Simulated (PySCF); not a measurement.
# Pb(CH3)2: other functionals and bases at one geometry

The task here is to estimate one member of a computed series from the others.

The runs use PySCF 2.14.0; several levels, as the steps say, no spin–orbit coupling.

4 further runs of the same task are left out: 2 for a known fault of the program, 1 that didn't finish, 1 set aside as unsound or not needed.

## The starting structure

9 atoms, charge 0, spin multiplicity 1.

Bond lengths: Pb1–C2 2.313 Å, Pb1–C6 2.313 Å, C2–H3 1.100 Å, C2–H4 1.104 Å, C2–H5 1.104 Å, C6–H7 1.100 Å, C6–H8 1.104 Å, C6–H9 1.104 Å. Angles: C2–Pb1–C6 90.4°, Pb1–C2–H3 113.0°, Pb1–C2–H4 108.9°, Pb1–C2–H5 108.9°, H3–C2–H4 109.3°, H3–C2–H5 109.3°, H4–C2–H5 107.3°, Pb1–C6–H7 113.0°, Pb1–C6–H8 108.9°, Pb1–C6–H9 108.9°, H7–C6–H8 109.3°, H7–C6–H9 109.3°, H8–C6–H9 107.3°.

Geometry (Å):

```xyz
9

Pb    0.0000    0.0000   -0.7917
C     1.6413    0.0000    0.8386
H     2.6601    0.0000    0.4232
H     1.5088    0.8889    1.4793
H     1.5088   -0.8889    1.4793
C    -1.6413    0.0000    0.8386
H    -2.6601    0.0000    0.4232
H    -1.5088   -0.8889    1.4793
H    -1.5088    0.8889    1.4793
```

Formal oxidation states: Pb +2. An earlier session relaxed this geometry at r2SCAN, Pb def2-SVP with ECP60, C def2-SVP, H def2-SVP (singlet, point group C2v).

At r2SCAN on the finer grid: E = -272.633388 Eh, HOMO -5.21 eV, LUMO -2.80 eV, Mulliken charge on Pb1 +0.47 e, largest force component 0.010 eV/Å. 

Levels to run: M06-L; PBE0; BP86; HF; r2SCAN, TZVP; r2SCAN, x2c-SVP. Hardware: 2 threads of Intel Xeon 6975P-C (Granite Rapids), shared host.

The first run:

The input, run.py (the lines that set the calculation):

```python
mol = gto.M(atom='''
Pb     0.00000     0.00000    -0.79174
C      1.64125     0.00000     0.83856
H      2.66011     0.00000     0.42316
H      1.50883     0.88888     1.47927
H      1.50883    -0.88888     1.47927
C     -1.64125     0.00000     0.83856
H     -2.66011     0.00000     0.42316
H     -1.50883    -0.88888     1.47927
H     -1.50883     0.88888     1.47927''',
    basis={'Pb': 'def2-SVP', 'C': 'def2-SVP', 'H': 'def2-SVP'},
    ecp={'Pb': 'def2-SVP'},
    charge=0, spin=0)
mf = dft.RKS(mol, xc='M06L')
mf.grids.atom_grid = (75, 302)
mf = mf.density_fit()  # fitting sets: Pb def2-universal-JKFIT, C def2-universal-JKFIT, H def2-universal-JKFIT
mf.conv_tol = 1e-08; mf.max_cycle = 55
mf.kernel(dm0)  # dm0: the density of the relaxed state
```

Launch:

```sh
> OMP_NUM_THREADS=2 python run.py
```

Steps of the session up to this table: M06-L; PBE0; BP86; HF; r2SCAN, TZVP; r2SCAN, x2c-SVP.

One of the session's tables, all rows but one given; the rest of the session is left out.

```
                level  HOMO (eV)  gap (eV)  charge on Pb1 (e)  dipole (D)  largest force component (eV/Å)
r2SCAN (relaxed here)      -5.21      2.41               0.47        0.56                            0.01
                M06-L          ?         ?                  ?           ?                               ?
                 PBE0      -5.96      3.73               0.47        0.59                            0.13
                 BP86      -5.11      2.02               0.41        0.44                            0.26
                   HF      -8.03      8.53               0.60        0.68                            0.31
         r2SCAN, TZVP      -5.27      2.44               0.60        0.79                            0.32
      r2SCAN, x2c-SVP      -5.26      2.42               0.52        0.61                            0.61
```

**Question.** Estimate the row for M06-L.

As computed: HOMO (eV): -5.07; gap (eV): 2.43; charge on Pb1 (e): 0.58; dipole (D): 0.92; largest force component (eV/Å): 0.22. In the column «HOMO (eV)» it is the highest.

In one basis the HOMO–LUMO gap runs from 2.02 eV (BP86) to 8.53 eV (HF). The largest leftover force, 0.61 eV/Å with r2SCAN, x2c-SVP, stands at a geometry relaxed at another level. Total energies of different levels can't be compared.
